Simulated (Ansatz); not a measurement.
# AsH4In: the cost of one run

Program: Ansatz 0.2.0. Level of theory: RKS PBE-D4/def2-SVP. These are calculated values, not measurements.

**1. The structure to begin with**

Bond lengths: As1–In2 2.602 Å, As1–H3 1.512 Å, As1–H4 1.511 Å, In2–H5 1.764 Å, In2–H6 1.769 Å. Angles: As1–In2–H5 126.1°, As1–In2–H6 126.3°, H5–In2–H6 107.6°, In2–As1–H3 87.7°, In2–As1–H4 87.7°, H3–As1–H4 89.2°.

Structure file:

```xyz
6

As    0.5427   -1.5734    0.3824
In    0.2157    0.9761   -0.0235
H    -0.8414   -1.5908    0.9917
H    -0.0761   -1.8065   -0.9759
H     0.4880    1.8301   -1.5429
H    -0.3289    2.1644    1.1681
```

**2. End point A**

Contents of input.yaml:

```yaml
crystal:
  periodic: [false, false, false]
  atoms:
    - { symbol: As, position_ang: [0.54273, -1.57336, 0.38243] }
    - { symbol: In, position_ang: [0.21569, 0.97615, -0.02346] }
    - { symbol: H, position_ang: [-0.84139, -1.59079, 0.99173] }
    - { symbol: H, position_ang: [-0.07608, -1.8065, -0.97588] }
    - { symbol: H, position_ang: [0.48797, 1.83007, -1.5429] }
    - { symbol: H, position_ang: [-0.32891, 2.16443, 1.16808] }
basis:
  gaussian: { orbitals: def2-SVP }
hamiltonian:
  xc: pbe
  dispersion: d4
relax:
  f_tol: 0.015
  max_steps: 40
output:
  orbitals: {}
```

Run with:

```bash
$ ansatz run input.yaml --threads 1 --pin off --max-ram 2048MiB --backend cpu --events-out ev --progress --plain --runs-dir out
```

What time and memory should one allow on 1 thread of an x86-64 CPU, shared host?

About 27 s, with a peak of 0.13 GiB.
